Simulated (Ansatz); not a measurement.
A first try at cell relaxations under several functionals of KCaF3, space group Pm-3m, using the Ansatz DFT code, driven from Python.

`lattice_kcaf3.py`
```python
# -*- coding: utf-8 -*-
"""How the lattice of KCaF3 depends on the functional."""

import ansatz as az
import numpy as np

def edges_and_angles(cell):
    cell = np.asarray(cell)
    a, b, c = np.linalg.norm(cell, axis=1)
    cosines = cell[1] @ cell[2] / (b * c), cell[0] @ cell[2] / (a * c), cell[0] @ cell[1] / (a * b)
    return (a, b, c, *np.degrees(np.arccos(cosines)))


def main():
    lattice = az.Lattice.of(
        (4.481726, 0.0, 0.0),
        (0.0, 4.481726, 0.0),
        (0.0, 0.0, 4.481726),
    )
    sites = [
        ("K", (0.5, 0.5, 0.5)),
        ("Ca", (0.0, 0.0, 0.0)),
        ("F", (0.0, 0.5, 0.0)),
        ("F", (0.0, 0.0, 0.5)),
        ("F", (0.5, 0.0, 0.0)),
    ]
    kcaf3 = az.Crystal(lattice=lattice)
    for symbol, position in sites:
        kcaf3 = kcaf3.atom(symbol, position)

    base = (
        kcaf3.calculation()
        .basis(60)
        .kpoints(4, 4, 4)
        .occupations("fixed")
        .scf(max_iterations=100)
        .relax(cell=True, force_tolerance=0.005, max_steps=30)
    )

    levels = [("r2scan", "none"), ("blyp", "d3bj"), ("lda", "none")]
    print("level            a       b       c    alpha   beta  gamma  V/atom  steps")
    for name, dispersion in levels:
        seen = []
        run = base.functional(name, dispersion=dispersion).session().plan()
        out = run.execute(on_event=lambda e: seen.append(e) if e["event"] == "relax_step" else None)
        cell = out.lattice.cell_ang
        label = name if dispersion == "none" else f"{name}+{dispersion}"
        print("{:13s} {:7.4f} {:7.4f} {:7.4f} {:6.2f} {:6.2f} {:6.2f}".format(label, *edges_and_angles(cell)), f"{abs(np.linalg.det(cell)) / len(out.lattice.sites):7.3f} {len(seen):5d}")


if __name__ == "__main__":
    main()
```

```console
$ python lattice_kcaf3.py
level            a       b       c    alpha   beta  gamma  V/atom  steps
DeckWarning: basis.ecutwfc = 60 eV is below the records' recommended 500 eV, and the density's cutoff is lower with it unless basis.ecutrho_ratio is high enough to keep the records' density cutoff: compare with a run at a higher cutoff
RunWarning: iter 1: σ=0 fill of 20 bands saw a band overlap (occupied 15.5782 eV > unoccupied 13.8705 eV) — on an unconverged iterate often a transient of an unconverged empty band; one that stands at the close is told there (band_overlap_at_count); if the run fails to converge, the spectrum is likely genuinely metallic at σ=0 — use a smearing of finite width or the tetrahedron method (which not every kind of run takes: see the entry of scf.occupations.method in the input reference), with at least one empty band (raise scf.n_extra_bands, or leave it out; where the count is already the smallest k-point's plane-wave count, raise basis.ecutwfc first)
RunWarning: the bands overlap at the fill by count (20 filled at each k-point of a channel): the highest filled level, 19.476396 eV at k-index 5, stands 3.5472 eV over the lowest empty one, 15.929237 eV at k-index 0, so that a fill of the lowest levels lies lower and no gap is reported. A metal, or a carrier in a host's bands, wants a smearing of finite width or the tetrahedron method (`scf.occupations.method`). A defect's level that its images broaden is meant whole, and this fill is then the right one; a shifted mesh or single k-points narrow the overlap
Traceback (most recent call last):
  File "lattice_kcaf3.py", line 52, in <module>
    main()
    ~~~~^^
  File "lattice_kcaf3.py", line 45, in main
    out = run.execute(on_event=lambda e: seen.append(e) if e["event"] == "relax_step" else None)
ansatz.CellRelaxationUnmetError: variable-cell relaxation did not converge after 31 `relax_step` rows, as none of its last 8 fresh-basis SCF(s) at a relaxed cell met both thresholds with a finite energy. The last misses `relax.cell.stress_tol`: largest allowed force component 6.89e-30 eV/Å (`relax.f_tol` 5.00e-3 eV/Å), stress off the target on the free part of the cell 6.55e0 GPa (`relax.cell.stress_tol` 5.00e-2 GPa), F+E_penalty+E_count -5044.94414171 eV. The closest is row 25, whose structure comes with this error. Larger ratio of force or stress to its threshold at each such SCF whose figures are numbers: 284.562, 689.755, 606.820, 548.488, 201.536, 117.176, 164.443, 131.029. The dense FFT grid had 12×12×12 points at the cell where the steps before the first such SCF started and, at each such SCF in turn, 12×12×12, 12×12×12, 12×12×12, 12×12×12, 12×12×12, 10×10×10, 10×10×10, 10×10×10, so 1 of them had another grid than the one listed just before. After the last such SCF `relax.max_steps` ran out. If the threshold ratios fall while the rows' cell is stable, continue in a new run from this error's structure with a larger `relax.max_steps`. Ratios that fall only as the cell [...]
The last result that the run could keep is in <dir> where next_state_free_energy_ev on a file's second line is a number, the run has left its state, where lower_state_in_no_save there is true it has gone on to a lower one that no save has, where lower_state_not_kept there is true it has shown a lower one that it does not keep, where withdrawn there is true it has taken that telling back, where relaxation_convergence_pending there is true the relaxation had not been seen to end on it, where checkpoint_pending there is true a resume need not go on from it, and where ended_on there is non_converged, with further_exchange_loops ahead (goes_on_to, as later_telling there has it, where it stands), the run gives no result, that one neither; one whose goes_on_to is unconverged_end is of a structure not shown to be relaxed.
```
(Warnings from the package without file and line, shortened, repeats left out.)

What is wrong, and how is it mended?

The fault: the plane-wave cutoff is far below what the potentials need. The correction:

```diff
--- before
+++ after
@@ -32,3 +32,3 @@
         kcaf3.calculation()
-        .basis(60)
+        .basis(45 * az.Ry)
         .kpoints(4, 4, 4)
```

With that change:

Running `python lattice_kcaf3.py` prints:
```text
level            a       b       c    alpha   beta  gamma  V/atom  steps
r2scan         4.4144  4.4144  4.4144  90.00  90.00  90.00  17.204     4
blyp+d3bj      4.4276  4.4276  4.4276  90.00  90.00  90.00  17.359     4
lda            4.3208  4.3208  4.3208  90.00  90.00  90.00  16.133     5
```

Reading the output:
- Forces vanish by symmetry, so the ions can't move, and the end may be a saddle.
- This cell is a computed structure, which may not be the phase found in nature.
- Timing: 31 s on 1 thread of Arm Neoverse V2 (shared host), peak memory 0.7 GiB.
